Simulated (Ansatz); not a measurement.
# CH8GeSi2: up Jacob's ladder to CCSD(T)

The task here is to estimate one member of a computed series from the others.

Method: functionals in def2-TZVPP, the program's frozen cores in correlated methods; program: Ansatz 0.2.0, Gaussian basis.

Levels to be run: LDA (SPW92), PBE-D4, revPBE-D4, BLYP-D4, r2SCAN-D4, B97M-V, PBE0-D4, B3LYP-D4, r2SCANh-D4, r2SCAN0-D4, HSE06-D4, BHLYP-D4, CAM-B3LYP-D4, LC-ωPBE, ωB97X-V, ωB97M-V, B2PLYP, PBE-QIDH; CCSD(T)/def2-SVP; CCSD(T)/def2-TZVPP; MP2/def2-QZVPP; extrapolation to the limit; RPA on PBE.

## The relaxed structure

The geometry comes from an earlier relaxation with PBE0-D4 in a triple-zeta def2 set; it is a stationary point, not always the lowest conformer.

SMILES `[SiH3][GeH]1[CH2][SiH2]1`, 12 atoms, charge 0, spin multiplicity 1.

Atoms are counted from 1 here; the program's logs count them from 0.

Bond lengths: Si1–Ge2 2.356 Å, Si1–H5 1.486 Å, Si1–H6 1.487 Å, Si1–H7 1.487 Å, Ge2–C3 2.021 Å, Ge2–Si4 2.305 Å, Ge2–H8 1.533 Å, C3–Si4 1.873 Å, C3–H9 1.087 Å, C3–H10 1.087 Å, Si4–H11 1.482 Å, Si4–H12 1.482 Å. Angles: Ge2–Si1–H5 110.9°, Ge2–Si1–H6 111.7°, Ge2–Si1–H7 107.3°, H5–Si1–H6 108.8°, H5–Si1–H7 109.2°, H6–Si1–H7 109.0°, Si1–Ge2–C3 114.0°, Si1–Ge2–Si4 121.4°, Si1–Ge2–H8 118.6°, C3–Ge2–Si4 50.8°, C3–Ge2–H8 112.2°, Si4–Ge2–H8 118.7°, Ge2–C3–Si4 72.5°, Ge2–C3–H9 115.6°, Ge2–C3–H10 115.1°, Si4–C3–H9 118.2°, Si4–C3–H10 118.2°, H9–C3–H10 111.9° and more.

The first run:

File in.yaml:

```yaml
crystal:
  periodic: [false, false, false]
  atoms:
    - {symbol: Si, position_ang: [-1.854356, 1.101075, 0.606607]}
    - {symbol: Ge, position_ang: [0.283068, 0.775251, -0.329795]}
    - {symbol: C, position_ang: [1.341534, -0.711832, 0.538216]}
    - {symbol: Si, position_ang: [0.916168, -1.263258, -1.200037]}
    - {symbol: H, position_ang: [-2.751380, 1.800987, -0.349296]}
    - {symbol: H, position_ang: [-1.787964, 1.890002, 1.865904]}
    - {symbol: H, position_ang: [-2.413764, -0.243157, 0.907636]}
    - {symbol: H, position_ang: [1.148264, 2.004384, -0.630514]}
    - {symbol: H, position_ang: [0.853104, -1.211831, 1.370291]}
    - {symbol: H, position_ang: [2.377693, -0.471416, 0.760711]}
    - {symbol: H, position_ang: [-0.068848, -2.361776, -1.337678]}
    - {symbol: H, position_ang: [2.033581, -1.363628, -2.168043]}
basis:
  gaussian: {orbitals: def2-TZVPP}
hamiltonian: {xc: lda}
output: {orbitals: {seedname: orbitals}}
```

Run with:

```bash
$ ansatz run in.yaml --threads 4 --pin off --events-out ev --progress --plain --max-ram 10444MiB
```

Among the steps run: LDA; PBE-D4 (GGA); revPBE-D4 (GGA); BLYP-D4 (GGA); r2SCAN-D4 (meta-GGA); B97M-V (meta-GGA); PBE0-D4 (hybrid); B3LYP-D4 (hybrid); r2SCANh-D4 (hybrid); r2SCAN0-D4 (hybrid); HSE06-D4 (hybrid); BHLYP-D4 (hybrid); CAM-B3LYP-D4 (range-separated); LC-ωPBE (range-separated); ωB97X-V (range-separated); ωB97M-V (range-separated); B2PLYP (double hybrid); PBE-QIDH (double hybrid).

One of the session's tables, all rows but one given; the rest of the session is left out.

It belongs to the step «Orbital energies across the functionals». 

```
  functional  HOMO (eV)  gap (eV)
 LDA (SPW92)      -5.71      4.20
      PBE-D4      -5.60      4.29
   revPBE-D4      -5.55      4.33
     BLYP-D4      -5.43      4.25
   r2SCAN-D4          ?         ?
      B97M-V      -5.85      4.67
     PBE0-D4      -6.55      6.04
    B3LYP-D4      -6.35      5.65
  r2SCANh-D4      -6.15      5.36
  r2SCAN0-D4      -6.68      6.30
    HSE06-D4      -6.16      5.29
    BHLYP-D4      -7.36      7.75
CAM-B3LYP-D4      -7.71      8.20
     LC-ωPBE      -8.96     10.50
     ωB97X-V      -8.66     10.13
     ωB97M-V      -8.51      9.69
```

Q: Estimate the row for r2SCAN-D4 from the others.

Worked estimate for «HOMO (eV)». Against the share of exact exchange, r2SCANh-D4 (0.1, -6.15), r2SCAN0-D4 (0.25, -6.68) give a slope of -3.53 per unit share; at 0 the line stands at -5.80.

The run gave: HOMO (eV): -5.80; gap (eV): 4.74. In «HOMO (eV)» the line misses by 0.00.
